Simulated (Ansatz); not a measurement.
**BClFH4NSi: one species, many methods**

An exercise on one series of results from a longer session: the logs are not shown, and one member is left open.

Program: Ansatz 0.2.0, Gaussian basis. Level of theory: functionals in def2-TZVPP, the program's frozen cores in correlated methods. These are calculated values, not measurements.

Plan: PBE-D4, r2SCAN-D4, PBE0-D4, B3LYP-D4, ωB97X-V, ωB97M-V, B2PLYP; CCSD(T)/def2-TZVPP; MP2/def2-QZVPP; extrapolation to the limit.

**Structure used throughout**

All runs share one geometry, relaxed beforehand with PBE0-D4 in a triple-zeta def2 set.

SMILES `NB(F)[SiH2]Cl`, 9 atoms, charge 0, spin multiplicity 1.

Atoms are counted from 1 here; the program's logs count them from 0.

Bond lengths: N1–B2 1.386 Å, N1–H6 1.006 Å, N1–H7 1.008 Å, B2–F3 1.342 Å, B2–Si4 2.028 Å, Si4–Cl5 2.077 Å, Si4–H8 1.485 Å, Si4–H9 1.485 Å. Angles: B2–N1–H6 121.9°, B2–N1–H7 123.1°, H6–N1–H7 114.9°, N1–B2–F3 119.3°, N1–B2–Si4 121.0°, F3–B2–Si4 119.7°, B2–Si4–Cl5 107.6°, B2–Si4–H8 113.2°, B2–Si4–H9 113.1°, Cl5–Si4–H8 107.2°, Cl5–Si4–H9 107.1°, H8–Si4–H9 108.3°.

Set-up of the first run:

File in.yaml:

```yaml
crystal:
  periodic: [false, false, false]
  atoms:
    - {symbol: N, position_ang: [1.213924, 0.780994, -0.750527]}
    - {symbol: B, position_ang: [0.774752, -0.369364, -0.114023]}
    - {symbol: F, position_ang: [1.617396, -1.403755, 0.029407]}
    - {symbol: Si, position_ang: [-1.117398, -0.508310, 0.601497]}
    - {symbol: Cl, position_ang: [-2.085682, 1.278272, 0.171762]}
    - {symbol: H, position_ang: [0.615335, 1.579049, -0.878892]}
    - {symbol: H, position_ang: [2.146613, 0.885844, -1.117601]}
    - {symbol: H, position_ang: [-1.904136, -1.596663, -0.033114]}
    - {symbol: H, position_ang: [-1.172302, -0.692467, 2.074393]}
basis:
  gaussian: {orbitals: def2-TZVPP}
hamiltonian: {xc: pbe, dispersion: d4}
output: {forces: true, orbitals: {seedname: orbitals}}
```

Run with:

```sh
ansatz run in.yaml --threads 4 --pin off --events-out ev --progress --plain --max-ram 10444MiB
```

Steps of the session up to this table: PBE-D4 (GGA); r2SCAN-D4 (meta-GGA); PBE0-D4 (hybrid); B3LYP-D4 (hybrid); ωB97X-V (range-separated); ωB97M-V (range-separated); B2PLYP (double hybrid); CCSD(T) in def2-TZVPP; MP2 in def2-QZVPP.

One table of the session follows, with a row left open; its other results are not shown here.

It belongs to the step «Atomisation energies». 

```
            method  atomisation energy (eV)
            PBE-D4                   34.556
         r2SCAN-D4                        ?
           PBE0-D4                   33.943
          B3LYP-D4                   33.972
           ωB97X-V                   34.161
           ωB97M-V                   34.152
            B2PLYP                   33.600
     HF/def2-TZVPP                   25.095
    MP2/def2-TZVPP                   33.650
   CCSD/def2-TZVPP                   32.400
CCSD(T)/def2-TZVPP                   32.899
           MP2/CBS                   34.648
       CCSD(T)/CBS                   33.897
```

Estimate the missing values for r2SCAN-D4.

**Answer.** atomisation energy (eV): 34.070. In the column «atomisation energy (eV)» it lies between B3LYP-D4 (33.972) and ωB97M-V (34.152).

Limits of these values: Free atoms (1 N, 1 B, 1 F, 1 Si, 1 Cl, 4 H) were run apart at each level; the atomisation energy is their sum less the molecule, without zero-point or spin-orbit terms.
